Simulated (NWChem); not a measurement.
**SiN2H4BrCl (SMILES N[Si](N)(Cl)Br): levels of theory compared**

Wanted: a comparison of 4 runs (HF/STO-3G, HF/3-21G, B3LYP/6-31G*) of SiN2H4BrCl. 

Program for the calculation: NWChem 7.3.0.

## Step 1: The structure to begin with

SiN2H4BrCl has 9 atoms, charge 0, and is taken as a singlet. As SMILES, `N[Si](N)(Cl)Br`. Geometry: relaxed at PBE0-D4/def2-TZVP. This is one conformer, not always the lowest.

Bond lengths: N1–Si2 1.690 Å, Si2–N3 1.689 Å, Si2–Cl4 2.056 Å, Si2–Br5 2.227 Å, N1–H6 1.007 Å, N1–H7 1.007 Å, N3–H8 1.008 Å, N3–H9 1.006 Å. Some angles: N1–Si2–N3 108.9°, N1–Si2–Cl4 104.7°, N1–Si2–Br5 116.6°, N3–Si2–Cl4 116.7°, N3–Si2–Br5 104.5°, Cl4–Si2–Br5 105.8°, Si2–N1–H6 119.7°, Si2–N1–H7 120.2°, Si2–N3–H8 119.9°, Si2–N3–H9 120.6°.

## Step 2: Energy and forces at HF/STO-3G (run 1)

a.nw

```
start a
title "BrClH4N2Si hf"
memory stack 880 mb heap 220 mb global 1100 mb
geometry units angstrom noautosym nocenter noautoz
  N     -0.571500     1.271000    -0.470500
  Si     0.239600    -0.204900    -0.327300
  N     -0.030700    -0.831700     1.217800
  Cl    -0.437500    -1.326700    -1.911500
  Br     2.457300    -0.148100    -0.526500
  H     -0.402700     2.000400     0.203600
  H     -0.804300     1.635100    -1.379700
  H     -0.972800    -0.947900     1.555600
  H      0.611000    -1.493400     1.621400
end
basis spherical bse
  N library STO-3G
  Si library STO-3G
  Cl library STO-3G
  Br library STO-3G
  H library STO-3G
end
scf
  thresh 1e-08
  maxiter 80
end
task scf gradient
```

Started as:

```console
$ nwchem a.nw > a.out
```

The program printed:

```text
[...]
  functions       =    50
[...]
  wavefunction    = RHF
[...]
         Total SCF energy =  -3394.806945432897
      One-electron energy =  -5788.991844834431
      Two-electron energy =   1868.811921220845
 Nuclear repulsion energy =    525.372978180688
        Time for solution =      3.6s
[...]
                         RHF ENERGY GRADIENTS
    atom               coordinates                        gradient
                 x          y          z           x          y          z
   1 N      -1.079978   2.401842  -0.889116    0.000474   0.009542  -0.001089
   2 Si      0.452778  -0.387205  -0.618507   -0.021455  -0.010133  -0.013658
   3 N      -0.058015  -1.571685   2.301308    0.000089  -0.006946   0.008389
   4 Cl     -0.826755  -2.507099  -3.612211    0.009036   0.012141   0.013247
   5 Br      4.643624  -0.279868  -0.994941    0.007345  -0.001922  -0.000257
   6 H      -0.760993   3.780208   0.384748   -0.000554  -0.007352  -0.004441
   7 H      -1.519907   3.089891  -2.607255    0.001569  -0.005640   0.007148
   8 H      -1.838325  -1.791271   2.939658    0.006877   0.002689  -0.004869
   9 H       1.154623  -2.822117   3.064002   -0.003381   0.007620  -0.004470
[...]
```

Run time: 6 s. Hardware: 1 thread of Intel Xeon 6975P-C (Granite Rapids), shared host; peak memory 0.096 GiB.

## Step 3: Energy and forces at HF/3-21G (run 2)

run.py

```python
from ase import Atoms
from ase.calculators.nwchem import NWChem

molecule = Atoms(['N', 'Si', 'N', 'Cl', 'Br', 'H', 'H', 'H', 'H'], positions=[
    [-0.571500, 1.271000, -0.470500],
    [0.239600, -0.204900, -0.327300],
    [-0.030700, -0.831700, 1.217800],
    [-0.437500, -1.326700, -1.911500],
    [2.457300, -0.148100, -0.526500],
    [-0.402700, 2.000400, 0.203600],
    [-0.804300, 1.635100, -1.379700],
    [-0.972800, -0.947900, 1.555600],
    [0.611000, -1.493400, 1.621400],
])

calc = NWChem(
    label='calc',
    theory='scf',
    memory='2200 mb',
    basis='3-21G',
    basispar='spherical bse',
    scf={'nopen': '0', 'rhf': None, 'thresh': '1e-08', 'maxiter': '80'},
)
molecule.calc = calc

forces = molecule.get_forces()
e = molecule.get_potential_energy()
print(f"E = {e:.6f} eV")
print("forces (eV/A):")
for s, f in zip(molecule.symbols, forces):
    print(f"{s:2s} {f[0]:10.5f} {f[1]:10.5f} {f[2]:10.5f}")
print("dipole (e A):", molecule.get_dipole_moment().round(4))
```

Started as:

```console
$ export ASE_NWCHEM_COMMAND="nwchem PREFIX.nwi > PREFIX.nwo"
$ python run.py
```

The program printed:

```text
E = -92940.936032 eV
forces (eV/A):
N     0.19911    1.30447   -0.57680
Si   -0.17082    0.83864    1.24771
N    -0.32807   -1.26190    0.61881
Cl   -0.79833   -1.24431   -1.63682
Br    1.52358    0.10048   -0.15180
H    -0.28447   -0.19083    0.00216
H    -0.25865   -0.03990    0.21926
H     0.19787    0.22811    0.11467
H    -0.08017    0.26524    0.16280
dipole (e A): [-0.3188  0.3292  0.5331]
```

The calculator wrote calc.nwi:

```
title "calc"

permanent_dir calc

scratch_dir calc

start calc

geometry units angstrom nocenter noautosym noautoz
  N  -5.7150000000000001e-01 1.2709999999999999e+00 -4.7049999999999997e-01
  Si 2.3960000000000001e-01 -2.0490000000000000e-01 -3.2729999999999998e-01
  N  -3.0700000000000002e-02 -8.3169999999999999e-01 1.2178000000000000e+00
  Cl -4.3750000000000000e-01 -1.3267000000000000e+00 -1.9115000000000000e+00
  Br 2.4573000000000000e+00 -1.4810000000000001e-01 -5.2649999999999997e-01
  H  -4.0270000000000000e-01 2.0004000000000000e+00 2.0360000000000000e-01
  H  -8.0430000000000001e-01 1.6351000000000000e+00 -1.3796999999999999e+00
  H  -9.7280000000000000e-01 -9.4789999999999996e-01 1.5556000000000001e+00
  H  6.1099999999999999e-01 -1.4934000000000001e+00 1.6214000000000000e+00
end

memory 2200 mb

basis spherical bse noprint
   * library 3-21G
end

scf
  nopen 0
  rhf
  thresh 1e-08
  maxiter 80
end

task scf gradient
```

calc.nwo:

```text
Northwest Computational Chemistry Package (NWChem) 7.3.0
             --------------------------------------------------------

           Job information
           ---------------

    nwchem branch   = 7.3.0
    use scalapack   = T
    input           = calc.nwi
    prefix          = calc.
    data base       = calc/calc.db
    status          = startup
    nproc           =        1

           Memory information
           ------------------

    heap     =     72089596 doubles =      550.0 Mbytes
    stack    =     72089601 doubles =      550.0 Mbytes
    global   =    144179200 doubles =     1100.0 Mbytes (distinct from heap & stack)
    total    =    288358397 doubles =     2200.0 Mbytes
    verify   = yes
    hardfail = no

[... 138 lines left out ...]
 Convergence threshold     :          1.000E-08
[... 12 lines left out ...]
       Final RHF  results
[... 3 lines left out ...]
      One-electron energy =  -5800.595018067113
[... 1 line left out ...]
 Nuclear repulsion energy =    525.372978180688
[... 60 lines left out ...]
                       ROHF Final Molecular Orbital Analysis
[... 246 lines left out ...]
                         RHF ENERGY GRADIENTS

    atom               coordinates                        gradient
                 x          y          z           x          y          z
   1 N      -1.079978   2.401842  -0.889116   -0.003872  -0.025368   0.011217
   2 Si      0.452778  -0.387205  -0.618507    0.003322  -0.016309  -0.024264
   3 N      -0.058015  -1.571685   2.301308    0.006380   0.024540  -0.012034
[... 5 lines of this table left out ...]
   9 H       1.154623  -2.822117   3.064002    0.001559  -0.005158  -0.003166

                 ----------------------------------------
                 |  Time  |  1-e(secs)   |  2-e(secs)   |
                 ----------------------------------------
                 |  CPU   |       0.00   |       1.88   |
                 ----------------------------------------
                 |  WALL  |       0.00   |       1.88   |
                 ----------------------------------------

 Task  times  cpu:        6.2s     wall:        6.2s
 Total times  cpu:        6.2s     wall:        6.2s
```

It took 7.2 s on 1 thread of Intel Xeon 6975P-C (Granite Rapids), shared host; peak memory 0.099 GiB.

Run 3 isn't shown in full; the table further down has it.

## Step 4: Energy and forces at B3LYP/6-31G(d) (Cartesian functions) (run 4)

nw.xyz

```xyz
9

N     -0.571500     1.271000    -0.470500
Si     0.239600    -0.204900    -0.327300
N     -0.030700    -0.831700     1.217800
Cl    -0.437500    -1.326700    -1.911500
Br     2.457300    -0.148100    -0.526500
H     -0.402700     2.000400     0.203600
H     -0.804300     1.635100    -1.379700
H     -0.972800    -0.947900     1.555600
H      0.611000    -1.493400     1.621400
```

run.py

```python
from ase.io import read
from ase.calculators.nwchem import NWChem

molecule = read('nw.xyz')

calc = NWChem(
    label='nw',
    theory='dft',
    memory='2200 mb',
    basis='6-31G*',
    dft={'xc': 'b3lyp', 'mult': '1', 'grid': 'fine', 'convergence': 'energy 1e-08', 'iterations': '100', 'mulliken': None},
)
molecule.calc = calc

forces = molecule.get_forces()
e = molecule.get_potential_energy()
print(f"E = {e:.6f} eV")
print("forces (eV/A):")
for s, f in zip(molecule.symbols, forces):
    print(f"{s:2s} {f[0]:10.5f} {f[1]:10.5f} {f[2]:10.5f}")
print("dipole (e A):", molecule.get_dipole_moment().round(4))
```

Started as:

```console
$ export ASE_NWCHEM_COMMAND="nwchem PREFIX.nwi > PREFIX.nwo"
$ python run.py
```

The program printed:

```text
E = -93488.638398 eV
forces (eV/A):
N    -0.25572    0.14475   -0.00653
Si    0.09313    0.02293    0.02797
N     0.01625    0.01841    0.26457
Cl   -0.21140   -0.30339   -0.42968
Br    0.48774    0.01332   -0.02962
H     0.04515    0.19540    0.18080
H    -0.07333    0.12125   -0.22785
H    -0.25228   -0.03414    0.09066
H     0.15051   -0.17849    0.12974
dipole (e A): [-0.3353  0.257   0.4143]
```

The calculator wrote nw.nwi:

```
title "nw"

permanent_dir nw

scratch_dir nw

start nw

geometry units angstrom nocenter noautosym noautoz
  N  -5.7150000000000001e-01 1.2709999999999999e+00 -4.7049999999999997e-01
  Si 2.3960000000000001e-01 -2.0490000000000000e-01 -3.2729999999999998e-01
  N  -3.0700000000000002e-02 -8.3169999999999999e-01 1.2178000000000000e+00
  Cl -4.3750000000000000e-01 -1.3267000000000000e+00 -1.9115000000000000e+00
  Br 2.4573000000000000e+00 -1.4810000000000001e-01 -5.2649999999999997e-01
  H  -4.0270000000000000e-01 2.0004000000000000e+00 2.0360000000000000e-01
  H  -8.0430000000000001e-01 1.6351000000000000e+00 -1.3796999999999999e+00
  H  -9.7280000000000000e-01 -9.4789999999999996e-01 1.5556000000000001e+00
  H  6.1099999999999999e-01 -1.4934000000000001e+00 1.6214000000000000e+00
end

memory 2200 mb

basis noprint
   * library 6-31G*
end

dft
  xc b3lyp
  mult 1
  grid fine
  convergence energy 1e-08
  iterations 100
  mulliken
end

task dft gradient
```

nw.nwo:

```text
Northwest Computational Chemistry Package (NWChem) 7.3.0
             --------------------------------------------------------

           Job information
           ---------------

    nwchem branch   = 7.3.0
    use scalapack   = T
    input           = nw.nwi
    prefix          = nw.
    data base       = nw/nw.db
    status          = startup
    nproc           =        1

           Memory information
           ------------------

    heap     =     72089596 doubles =      550.0 Mbytes
    stack    =     72089601 doubles =      550.0 Mbytes
    global   =    144179200 doubles =     1100.0 Mbytes (distinct from heap & stack)
    total    =    288358397 doubles =     2200.0 Mbytes
    verify   = yes
    hardfail = no

[... 109 lines left out ...]
  convergence criterion.
[... 42 lines left out ...]
          Spatial weights used:  Erf1
[... 72 lines left out ...]
         Total DFT energy =    -3435.644120220621
[... 3 lines left out ...]
 Nuclear repulsion energy =      525.372978180688
[... 846 lines left out ...]
          Convergence on gradient requested:  5.00D-04
[... 29 lines left out ...]
          total energy or number of iterations.
[... 26 lines left out ...]
                         DFT ENERGY GRADIENTS

    atom               coordinates                        gradient
                 x          y          z           x          y          z
   1 N      -1.079978   2.401842  -0.889116    0.004973  -0.002815   0.000127
   2 Si      0.452778  -0.387205  -0.618507   -0.001811  -0.000446  -0.000544
   3 N      -0.058015  -1.571685   2.301308   -0.000316  -0.000358  -0.005145
[... 5 lines of this table left out ...]
   9 H       1.154623  -2.822117   3.064002   -0.002927   0.003471  -0.002523

                 ----------------------------------------
                 |  Time  |  1-e(secs)   |  2-e(secs)   |
                 ----------------------------------------
                 |  CPU   |       0.01   |      12.75   |
                 ----------------------------------------
                 |  WALL  |       0.01   |      12.75   |
                 ----------------------------------------

 Task  times  cpu:       36.4s     wall:       36.4s
 Total times  cpu:       36.4s     wall:       36.4s
```

It took 38 s on 1 thread of Intel Xeon 6975P-C (Granite Rapids), shared host; peak memory 0.13 GiB.

## Step 5: Overview of the runs

```csv
run,level,iteration cap,module,energy (Eh),dipole moment (D),HOMO energy (eV),LUMO energy (eV),wall time
1,HF/STO-3G,80,scf,-3394.806945,2.90,-8.75,8.10,6 s
2,HF/3-21G,80,scf,-3415.516429,3.38,-11.12,4.39,7.2 s
3,B3LYP/6-31G* (spherical functions),100,dft,-3435.628339,–,–,–,36 s
4,B3LYP/6-31G* (Cartesian functions),100,dft,-3435.644120,2.84,-7.45,0.49,38 s
```

## Step 6: Summary of results

| quantity | value |
| --- | --- |
| run 4: total energy | -3435.64412 Eh |
| run 4: dipole moment | 2.84 D |
| run 4: HOMO energy | -7.45 eV |
| run 4: LUMO energy | 0.49 eV |
| run 4: HOMO–LUMO gap | 7.94 eV |
| run 4: largest force on an atom | 0.567 eV/Å |

**Reading.** Over runs 1, 2, 4 the dipole moment (its size) runs from 2.84 D (B3LYP/6-31G*) to 3.38 D (HF/3-21G). The two ends differ in method and basis. Over runs 1, 2, 4 the HOMO–LUMO gap runs from 7.94 eV (B3LYP/6-31G*) to 16.85 eV (HF/STO-3G). In run 1 the basis is minimal, so the values are rough. All runs together took 87 s, the longest 38 s.
